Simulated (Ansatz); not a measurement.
# C₂H₂ClGa: small, medium and large basis sets

One table from this session's results is given with a row withheld; the runs are named, their logs left out.

The runs use Ansatz 0.2.0, Gaussian basis; one geometry, several basis sets.

Levels to be run: PBE0-D4/def2-SVP; ωB97M-V/def2-SVP; PBE0-D4/def2-QZVPP; ωB97M-V/def2-QZVPP; the functionals' def2-TZVPP values are taken from earlier runs.

### The relaxed structure

All runs share one geometry, relaxed beforehand with PBE0-D4 in a triple-zeta def2 set.

SMILES `C#[C][GaH][Cl]`, 6 atoms, charge 0, spin multiplicity 1.

Atoms are counted from 1 here; the program's logs count them from 0.

Bond lengths: C1–C2 1.208 Å, C1–H5 1.067 Å, C2–Ga3 1.900 Å, Ga3–Cl4 2.139 Å, Ga3–H6 1.547 Å. Angles: C2–C1–H5 179.8°, C1–C2–Ga3 179.1°, C2–Ga3–Cl4 115.4°, C2–Ga3–H6 126.7°, Cl4–Ga3–H6 117.8°.

Set-up of the first run:

Contents of in.yaml:

```yaml
crystal:
  periodic: [false, false, false]
  atoms:
    - {symbol: C, position_ang: [0.577755, 1.057949, -1.454518]}
    - {symbol: C, position_ang: [0.246995, 0.412488, -0.488723]}
    - {symbol: Ga, position_ang: [-0.252910, -0.587239, 1.047970]}
    - {symbol: Cl, position_ang: [-1.745394, -2.085552, 0.724139]}
    - {symbol: H, position_ang: [0.867065, 1.625680, -2.309923]}
    - {symbol: H, position_ang: [0.306488, -0.423316, 2.481054]}
basis:
  gaussian: {orbitals: def2-SVP}
hamiltonian: {xc: pbe0, dispersion: d4}
output: {orbitals: {seedname: orbitals}}
```

Among the steps run: PBE0-D4 in def2-SVP; ωB97M-V in def2-SVP; PBE0-D4 in def2-QZVPP; ωB97M-V in def2-QZVPP.

One table of the session follows, with a row left open; its other results are not shown here.

It belongs to the step «Functionals by basis». 

| functional | basis | HOMO (eV) | LUMO (eV) |
| --- | --- | --- | --- |
| PBE0-D4 | def2-SVP | ? | ? |
| PBE0-D4 | def2-TZVPP | -8.49 | -2.00 |
| PBE0-D4 | def2-QZVPP | -8.51 | -2.03 |
| ωB97M-V | def2-SVP | -10.65 | -0.06 |
| ωB97M-V | def2-TZVPP | -10.74 | -0.21 |
| ωB97M-V | def2-QZVPP | -10.76 | -0.30 |

Q: Estimate the row for PBE0-D4, def2-SVP from the others.

**Answer.** HOMO (eV): -8.43; LUMO (eV): -1.90. In the column «HOMO (eV)» it is the highest.
